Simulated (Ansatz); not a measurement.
Predict the output of the script below (the Ansatz DFT code, driven from Python).

`bend.py`
```python
# -*- coding: utf-8 -*-
from dataclasses import dataclass

import ansatz
from ase import Atoms


@dataclass
class Options:
    basis: str = "def2-SVP"
    functional: str = "pbe0"
    fmax: float = 0.02


settings = Options()


def main():
    atoms = Atoms(["O", "Ge", "F", "Si", "H", "H", "H", "H", "H"], positions=[
        [-0.849, 0.7711, 1.764],
        [-0.7261, 0.6994, -0.0253],
        [-0.3918, 2.2918, -0.6935],
        [1.0741, -0.7436, -0.5413],
        [-1.1354, -0.1086, 2.0198],
        [-2.0436, 0.1931, -0.6438],
        [1.1685, -0.8468, -1.9942],
        [0.7348, -2.0656, 0.0081],
        [2.257, -0.2371, 0.0891],
    ])

    first = ansatz.Crystal.molecule_from_ase(atoms).calculation()
    first = first.basis(gaussian=settings.basis)
    first = first.functional(settings.functional)
    first = first.relax(force_tolerance=settings.fmax, max_steps=80)
    atoms.positions = first.run(threads=1, pin="off").report["positions_ang"]

    rows = []
    for angle in [90, 100, 110, 120, 135, 150, 165, 179]:
        bent = atoms.copy()
        bent.set_angle(1, 0, 4, angle, indices=[4])
        model = (
            ansatz.Crystal.molecule_from_ase(bent).calculation()
            .basis(gaussian=settings.basis)
            .functional(settings.functional)
        )
        rows.append((angle, model.run(threads=1, pin="off").report["free_energy_ev"]))
    floor = min(e for _, e in rows)
    for angle, e in rows:
        print(f"angle Ge1-O0-H4 = {angle:3d} deg   {1000 * (e - floor):9.1f} meV")


if __name__ == "__main__":
    main()
```

```console
$ python bend.py
angle Ge1-O0-H4 =  90 deg       257.0 meV
angle Ge1-O0-H4 = 100 deg        73.3 meV
angle Ge1-O0-H4 = 110 deg         0.0 meV
angle Ge1-O0-H4 = 120 deg        10.5 meV
angle Ge1-O0-H4 = 135 deg       131.7 meV
angle Ge1-O0-H4 = 150 deg       309.8 meV
angle Ge1-O0-H4 = 165 deg       468.3 meV
angle Ge1-O0-H4 = 179 deg       543.9 meV
```

The scan is rigid, and the energies are electronic, in a modest basis. The zero is the lowest point of the grid, which needn't be the minimum. Wall time of the script: 2.1 min on 1 thread of Arm Neoverse V2, on a shared host, peak memory 0.31 GiB.
